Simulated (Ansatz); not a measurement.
# SnSiH5O (SMILES [SiH3][O][SnH2]): UPBE/def2-SVPD (core potential)

What is the electronic atomisation energy of SnSiH5O at UPBE/def2-SVPD (core potential)? 

The calculation is run with Ansatz 0.2.0.

34 further runs of the same task are left out: 34 set aside as unsound or not needed.

**1. The molecule**

The species is SnSiH5O (8 atoms), meant as a doublet with charge 0. As SMILES, `[SiH3][O][SnH2]`. The shape is that of a PBE0-D4/def2-TZVP optimisation. This is one conformer, not always the lowest.

Bond lengths: Si1–O2 1.631 Å, O2–Sn3 1.970 Å, Si1–H4 1.493 Å, Si1–H5 1.487 Å, Si1–H6 1.489 Å, Sn3–H7 1.723 Å, Sn3–H8 1.730 Å. Angles: Si1–O2–Sn3 136.4°, O2–Si1–H4 111.2°, O2–Si1–H5 109.2°, O2–Si1–H6 111.0°, O2–Sn3–H7 102.4°, O2–Sn3–H8 105.0°, H4–Si1–H5 108.7°, H4–Si1–H6 107.9°, H5–Si1–H6 108.8°, H7–Sn3–H8 112.5°.

**2. The energy at UPBE/def2-SVPD (core potential)**

File run.yaml:

```yaml
crystal:
  periodic: [false, false, false]
  atoms:
    - {symbol: Si, position_ang: [-0.737900, 1.075100, -0.480800]}
    - {symbol: O, position_ang: [0.586900, 0.306200, 0.078800]}
    - {symbol: Sn, position_ang: [0.956500, -1.332100, 1.108000]}
    - {symbol: H, position_ang: [-1.877900, 0.127700, -0.658800]}
    - {symbol: H, position_ang: [-0.424600, 1.696400, -1.794600]}
    - {symbol: H, position_ang: [-1.173500, 2.142300, 0.461900]}
    - {symbol: H, position_ang: [2.665400, -1.489100, 0.950500]}
    - {symbol: H, position_ang: [0.097400, -2.583700, 0.279200]}
basis:
  gaussian:
    orbitals: def2-SVPD
magnetization:
  spin_polarized: true
  initial_magnetization: 1
hamiltonian:
  xc: {name: PBE}
accuracy: high
output: {orbitals: {seedname: orbitals}}
```

Command:

```
ansatz run run.yaml --threads 1 --pin off --max-ram 3480MiB --events-out events.jsonl --progress --plain --runs-dir runs
```

What it wrote:

```text
Warning: RAYON_NUM_THREADS=1 ignored (pool sized by the plan → 1); use --threads N
Functional definition: PBE
  name "PBE"
  parameter kappa = 0.804
  parameter beta = 0.06672455060314922
  exchange = pbe_x(kappa = kappa, mu = beta*pi^2/3)
  correlation = pbe_c(beta = beta)
2534 factors; integrals over basis functions are off by at most 3.5e-9 eV
mean field evaluation 1: about -15818.3518 eV, gradient 4.6e1 eV
mean field evaluation 2: about -15694.4851 eV, gradient 1.4e2 eV
mean field evaluation 4: about -15826.2011 eV, gradient 7.5e0 eV
mean field evaluation 8: about -15826.6263 eV, gradient 5.3e-1 eV
mean field evaluation 16: about -15826.6275 eV, gradient 2.3e-4 eV
mean field -15826.62749194 eV, -581.6178326553 hartree, gradient 9.5e-8 eV, S^2 0.751356; 0 other end points of the search recorded, 0 dependent functions left out
reference -15826.62749669 eV, -581.6178328298 hartree; 25, 24 occupied and 94, 95 virtual orbitals, 2534 factors
Total energy: -15826.62749669 eV, -581.6178328298 hartree
```

Wall time 18 s (1 thread of Arm Neoverse V1, shared host); peak memory 0.45 GiB.

**3. The H atom at the same level**

File input.yaml:

```yaml
crystal:
  periodic: [false, false, false]
  atoms:
    - {symbol: H, position_ang: [0.000000, 0.000000, 0.000000]}
basis:
  gaussian:
    orbitals: def2-SVPD
magnetization:
  spin_polarized: true
  initial_magnetization: 1
hamiltonian:
  xc: pbe
accuracy: high
```

Run the same way, it converges to -0.49863 Eh (log not shown).

**4. The O atom at the same level**

File molecule.yaml:

```yaml
crystal:
  periodic: [false, false, false]
  atoms:
    - {symbol: O, position_ang: [0.000000, 0.000000, 0.000000]}
basis:
  gaussian: {orbitals: def2-SVPD}
magnetization: {spin_polarized: true, initial_magnetization: 2}
hamiltonian: {xc: pbe}
accuracy: high
```

Command:

```
ansatz run molecule.yaml --threads 1 --pin off --max-ram 3480MiB --events-out events.jsonl --progress --plain --runs-dir runs
```

What it wrote:

```text
Warning: RAYON_NUM_THREADS=1 ignored (pool sized by the plan → 1); use --threads N
Functional definition: PBE
  name "PBE"
  parameter kappa = 0.804
  parameter beta = 0.06672455060314922
  exchange = pbe_x(kappa = kappa, mu = beta*pi^2/3)
  correlation = pbe_c(beta = beta)
191 factors; integrals over basis functions are off by at most 1.9e-9 eV
mean field evaluation 1: about -2038.5279 eV, gradient 8.1e0 eV
mean field evaluation 2: about -2038.4912 eV, gradient 8.5e0 eV
mean field evaluation 4: about -2038.7916 eV, gradient 9.8e-3 eV
mean field evaluation 8: about -2038.7917 eV, gradient 8.5e-5 eV
mean field evaluation 16: about -2038.7904 eV, gradient 1.6e-1 eV
mean field evaluation 32: about -2038.7917 eV, gradient 6.3e-8 eV
mean field -2038.79172848 eV, -74.9242140789 hartree, gradient 4.2e-9 eV, S^2 2.003034; 6 other end points of the search recorded, 0 dependent functions left out
reference -2038.79173104 eV, -74.9242141729 hartree; 5, 3 occupied and 18, 20 virtual orbitals, 191 factors
Total energy: -2038.79173104 eV, -74.9242141729 hartree
```

Wall time 1 s (1 thread of Arm Neoverse V1, shared host).

**5. The Si atom, same level**

File in.yaml:

```yaml
crystal:
  periodic: [false, false, false]
  atoms:
    - {symbol: Si, position_ang: [0.000000, 0.000000, 0.000000]}
basis:
  gaussian: {orbitals: def2-SVPD}
hamiltonian: {xc: pbe}
magnetization: {spin_polarized: true, initial_magnetization: 2}
accuracy: high
```

Command:

```
ansatz run in.yaml --threads 1 --pin off --max-ram 3480MiB --events-out events.jsonl --progress --plain --runs-dir runs
```

What it wrote:

```text
Warning: RAYON_NUM_THREADS=1 ignored (pool sized by the plan → 1); use --threads N
Functional definition: PBE
  name "PBE"
  parameter kappa = 0.804
  parameter beta = 0.06672455060314922
  exchange = pbe_x(kappa = kappa, mu = beta*pi^2/3)
  correlation = pbe_c(beta = beta)
196 factors; integrals over basis functions are off by at most 2.6e-9 eV
mean field evaluation 1: about -7867.4248 eV, gradient 2.3e0 eV
mean field evaluation 2: about -7867.4890 eV, gradient 8.6e-1 eV
mean field evaluation 4: about -7867.4946 eV, gradient 1.9e-1 eV
mean field evaluation 8: about -7867.4949 eV, gradient 7.1e-5 eV
mean field evaluation 16: about -7867.3765 eV, gradient 2.9e0 eV
mean field evaluation 32: about -7867.4949 eV, gradient 9.1e-9 eV
mean field -7867.49491477 eV, -289.1251053383 hartree, gradient 9.1e-9 eV, S^2 2.003829; 1 other end points of the search recorded, 0 dependent functions left out
reference -7867.49491688 eV, -289.1251054158 hartree; 8, 6 occupied and 16, 18 virtual orbitals, 196 factors
Total energy: -7867.49491688 eV, -289.1251054158 hartree
```

Wall time 1.2 s (1 thread of Arm Neoverse V1, shared host).

**6. The Sn atom at the same level**

File molecule.yaml:

```yaml
crystal:
  periodic: [false, false, false]
  atoms:
    - {symbol: Sn, position_ang: [0.000000, 0.000000, 0.000000]}
basis:
  gaussian:
    orbitals: def2-SVPD
magnetization:
  spin_polarized: true
  initial_magnetization: 2
hamiltonian:
  xc: pbe
accuracy: high
```

Command:

```
ansatz run molecule.yaml --threads 1 --pin off --max-ram 3480MiB --events-out events.jsonl --progress --plain --runs-dir runs
```

What it wrote:

```text
Warning: RAYON_NUM_THREADS=1 ignored (pool sized by the plan → 1); use --threads N
Functional definition: PBE
  name "PBE"
  parameter kappa = 0.804
  parameter beta = 0.06672455060314922
  exchange = pbe_x(kappa = kappa, mu = beta*pi^2/3)
  correlation = pbe_c(beta = beta)
294 factors; integrals over basis functions are off by at most 2.2e-9 eV
mean field evaluation 1: about -5829.8403 eV, gradient 2.1e0 eV
mean field evaluation 2: about -5829.8833 eV, gradient 7.3e-1 eV
mean field evaluation 4: about -5829.8874 eV, gradient 1.7e-2 eV
mean field evaluation 8: about -5829.8866 eV, gradient 3.0e-4 eV
mean field evaluation 16: about -5829.8866 eV, gradient 1.2e-8 eV
mean field evaluation 32: about -5829.8866 eV, gradient 6.7e-4 eV
mean field -5829.88662411 eV, -214.2443817970 hartree, gradient 8.0e-9 eV, S^2 2.001873; 1 other end points of the search recorded, 0 dependent functions left out
reference -5829.88662603 eV, -214.2443818677 hartree; 12, 10 occupied and 20, 22 virtual orbitals, 294 factors
Total energy: -5829.88662603 eV, -214.2443818677 hartree
```

It took 2.2 s on 1 thread of Arm Neoverse V1, shared host; peak memory 0.11 GiB.

**7. Outcome**

Level: UPBE/def2-SVPD (core potential).

```
                                    quantity          value
                      molecule: total energy  -581.61783 Eh
molecule: HOMO energy (highest over α and β)       -5.33 eV
 molecule: LUMO energy (lowest over α and β)       -4.28 eV
                              molecule: ⟨S²⟩          0.751
                        H atom: total energy    -0.49863 Eh
                                H atom: ⟨S²⟩          0.750
                        O atom: total energy   -74.92421 Eh
                                O atom: ⟨S²⟩          2.003
                       Si atom: total energy  -289.12511 Eh
                               Si atom: ⟨S²⟩          2.004
                       Sn atom: total energy  -214.24438 Eh
                               Sn atom: ⟨S²⟩          2.002
               electronic atomisation energy      22.612 eV
```

What this shows: Taking the molecule apart into free atoms costs 22.61 eV (521 kcal/mol), before zero-point energy and without spin-orbit coupling.
